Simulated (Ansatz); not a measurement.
# CH6AlBO: how energies converge with the basis set

An exercise on one series of results from a longer session: the logs are not shown, and one member is left open.

The runs use Ansatz 0.2.0, Gaussian basis; one geometry, several basis sets.

The runs, in order: PBE0-D4/def2-SVP; ωB97M-V/def2-SVP; PBE0-D4/def2-QZVPP; ωB97M-V/def2-QZVPP; the functionals' def2-TZVPP values are taken from earlier runs.

### The relaxed structure

The geometry comes from an earlier relaxation with PBE0-D4 in a triple-zeta def2 set; it is a stationary point, not always the lowest conformer.

SMILES `C[BH][AlH][OH]`, 10 atoms, charge 0, spin multiplicity 1.

Atoms are counted from 1 here; the program's logs count them from 0.

Bond lengths: C1–B2 1.556 Å, C1–H5 1.093 Å, C1–H6 1.107 Å, C1–H7 1.091 Å, B2–Al3 2.132 Å, B2–H8 1.206 Å, Al3–O4 1.706 Å, Al3–H9 1.599 Å, O4–H10 0.956 Å. Angles: B2–C1–H5 115.1°, B2–C1–H6 101.5°, B2–C1–H7 117.5°, H5–C1–H6 105.2°, H5–C1–H7 110.1°, H6–C1–H7 106.0°, C1–B2–Al3 125.7°, C1–B2–H8 115.7°, Al3–B2–H8 118.5°, B2–Al3–O4 116.8°, B2–Al3–H9 126.0°, O4–Al3–H9 117.2°, Al3–O4–H10 122.6°.

Set-up of the first run:

in.yaml reads:

```yaml
crystal:
  periodic: [false, false, false]
  atoms:
    - {symbol: C, position_ang: [-1.353493, 0.042658, -1.154096]}
    - {symbol: B, position_ang: [-0.762344, -0.423211, 0.207279]}
    - {symbol: Al, position_ang: [1.298872, -0.374743, 0.749368]}
    - {symbol: O, position_ang: [1.921473, 1.123511, 1.277493]}
    - {symbol: H, position_ang: [-2.288428, -0.444154, -1.443590]}
    - {symbol: H, position_ang: [-1.629077, 1.090409, -0.927220]}
    - {symbol: H, position_ang: [-0.675385, 0.088966, -2.007405]}
    - {symbol: H, position_ang: [-1.566982, -0.775537, 1.033097]}
    - {symbol: H, position_ang: [2.308717, -1.613389, 0.713558]}
    - {symbol: H, position_ang: [2.829846, 1.234389, 1.554518]}
basis:
  gaussian: {orbitals: def2-SVP}
hamiltonian: {xc: pbe0, dispersion: d4}
output: {orbitals: {seedname: orbitals}}
```

Command:

```console
ansatz run in.yaml --threads 2 --pin off --events-out ev --progress --plain --max-ram 4352MiB
```

Steps of the session up to this table: PBE0-D4 in def2-SVP; ωB97M-V in def2-SVP; PBE0-D4 in def2-QZVPP; ωB97M-V in def2-QZVPP.

One of the session's tables, all rows but one given; the rest of the session is left out.

It belongs to the step «Density functionals: the series». 

```
functional       basis  HOMO (eV)  LUMO (eV)
   PBE0-D4    def2-SVP      -6.97      -1.63
   PBE0-D4  def2-TZVPP      -7.03      -1.74
   PBE0-D4  def2-QZVPP      -7.05      -1.77
   ωB97M-V    def2-SVP          ?          ?
   ωB97M-V  def2-TZVPP      -9.16       0.19
   ωB97M-V  def2-QZVPP      -9.18       0.08
```

Q: Estimate the row for ωB97M-V, def2-SVP from the others.

The run gave: HOMO (eV): -9.06; LUMO (eV): 0.41. In the column «HOMO (eV)» it lies between ωB97M-V, def2-TZVPP (-9.16) and PBE0-D4, def2-QZVPP (-7.05).
